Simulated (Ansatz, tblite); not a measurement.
# The cluster Li16+: a ladder of methods and basis sets

Aim: run the doublet of the cluster Li16+ at one geometry on many levels, and compare frontier levels, spin and run time.

The runs use Ansatz 0.2.0, Gaussian basis; as each input shows.

Plan: GFN1-xTB, PBE/def2-TZVP, r2SCAN/def2-TZVP, revPBE/def2-TZVP, LDA/def2-TZVP, LC-ωPBE/def2-TZVP, PBE/def2-SVP, PBE0/def2-SVP, HF/STO-3G, CCSD(T)/def2-SVP, MP2/def2-TZVP.

2 further runs of the same task are left out: 2 set aside as unsound or not needed.

**1. The geometry**

The geometry is that of the doublet, from an earlier relaxation (PBE/def2-SVP). At that level it is the lowest of the isomers that a small search found.

16 atoms, charge 1, spin multiplicity 2.

Bond lengths: Li1–Li4 2.751 Å, Li2–Li4 2.837 Å, Li2–Li13 2.834 Å, Li3–Li13 2.731 Å, Li4–Li6 2.857 Å, Li4–Li7 2.746 Å, Li4–Li8 2.748 Å, Li4–Li9 2.833 Å, Li4–Li11 2.731 Å, Li4–Li12 2.844 Å, Li4–Li15 2.753 Å, Li5–Li13 2.748 Å, Li6–Li13 2.855 Å, Li9–Li13 2.835 Å, Li10–Li13 2.747 Å, Li12–Li13 2.846 Å, Li13–Li14 2.752 Å, Li13–Li16 2.757 Å. Angles: Li4–Li2–Li13 66.6°, Li1–Li4–Li2 69.0°, Li1–Li4–Li6 136.3°, Li1–Li4–Li7 136.9°, Li1–Li4–Li8 68.4°, Li1–Li4–Li9 142.1°, Li1–Li4–Li11 80.4°, Li1–Li4–Li12 69.2°, Li1–Li4–Li15 85.1°, Li2–Li4–Li6 113.5°, Li2–Li4–Li7 141.8°, Li2–Li4–Li8 120.8°, Li2–Li4–Li9 75.8°, Li2–Li4–Li11 138.1°, Li2–Li4–Li12 72.4°, Li2–Li4–Li15 68.9°, Li6–Li4–Li7 69.5°, Li6–Li4–Li8 125.7° and more.

The ion is computed in the gas phase, without counter-ions or solvent.

PBE0/def2-TZVP was run before; its log isn't repeated, and its numbers join the tables.

**2. GFN1-xTB**

Tight binding, by tblite at 300 K electronic temperature and without a spin-polarisation term:

```python
tblite.interface.Calculator('GFN1-xTB', numbers, positions, charge=1, uhf=1).singlepoint()
```

Energy -164.2500 eV; 0.014 s.

**3. PBE/def2-TZVP**

start.molden holds the orbitals of an earlier run on this state, given as this run's starting guess.

Input file in.yaml:

```yaml
crystal:
  periodic: [false, false, false]
  atoms:
    - {symbol: Li, position_ang: [-3.347517, -0.384302, -0.832880]}
    - {symbol: Li, position_ang: [-2.787762, 2.123113, 1.020380]}
    - {symbol: Li, position_ang: [2.269526, 1.070016, 1.608026]}
    - {symbol: Li, position_ang: [-2.346450, -0.590544, 1.721634]}
    - {symbol: Li, position_ang: [0.826324, 1.440606, 4.799147]}
    - {symbol: Li, position_ang: [0.210875, -1.059771, 2.906738]}
    - {symbol: Li, position_ang: [-2.570375, -2.337784, 3.828110]}
    - {symbol: Li, position_ang: [-4.261973, -2.499141, 1.229551]}
    - {symbol: Li, position_ang: [-2.219065, 0.793406, 4.189826]}
    - {symbol: Li, position_ang: [1.388137, 3.782905, 2.844423]}
    - {symbol: Li, position_ang: [-1.226908, -2.820637, 0.610710]}
    - {symbol: Li, position_ang: [-0.303795, 0.170427, -0.105786]}
    - {symbol: Li, position_ang: [-0.299202, 1.683782, 2.304109]}
    - {symbol: Li, position_ang: [0.003308, 3.328578, 0.119070]}
    - {symbol: Li, position_ang: [-4.847774, 0.241925, 2.513851]}
    - {symbol: Li, position_ang: [-1.640448, 3.811323, 3.434492]}
basis:
  gaussian: {orbitals: def2-TZVP, initial_orbitals: start.molden}
total_charge: 1
magnetization: {spin_polarized: true, initial_magnetization: 1}
hamiltonian: {xc: pbe}
scf: {omitted_lower_state_checks: [starts]}
output: {forces: true, orbitals: {seedname: orbitals}}
```

Command:

```bash
$ ansatz run in.yaml --threads 4 --pin off --events-out ev --progress --plain --max-ram 4787MiB
```

The runs that follow: r2SCAN/def2-TZVP; revPBE/def2-TZVP; LDA/def2-TZVP; LC-ωPBE/def2-TZVP; PBE/def2-SVP; PBE0/def2-SVP; HF/STO-3G; CCSD(T)/def2-SVP; MP2/def2-TZVP.

Q: Predict the results of all the runs planned. Wanted: gap in def2-TZVP, named functionals, smallest and largest; correlation energy, CCSD(T)/def2-SVP; correlation energy, MP2/def2-TZVP; ⟨S²⟩ in def2-TZVP, named functionals, smallest and largest; PBE0 total energy, smallest basis above largest.

The runs gave:

```
                                                  quantity                             value
 gap in def2-TZVP, named functionals, smallest and largest  0.32 eV (LDA), 4.16 eV (LC-ωPBE)
                      correlation energy, CCSD(T)/def2-SVP                          -9.10 eV
                         correlation energy, MP2/def2-TZVP                         -18.28 eV
⟨S²⟩ in def2-TZVP, named functionals, smallest and largest                      0.763, 1.141
           PBE0 total energy, smallest basis above largest     2.77 eV (def2-SVP, def2-TZVP)
```

What this shows: Over the named functionals in def2-TZVP the gap runs from 0.32 eV (LDA) to 4.16 eV (LC-ωPBE); exact exchange widens it. Over the named functionals in def2-TZVP spin contamination reaches 0.39 (LC-ωPBE), so some levels may describe another state. Notes on CCSD(T)/def2-SVP: large T1 diagnostic, spin contamination.
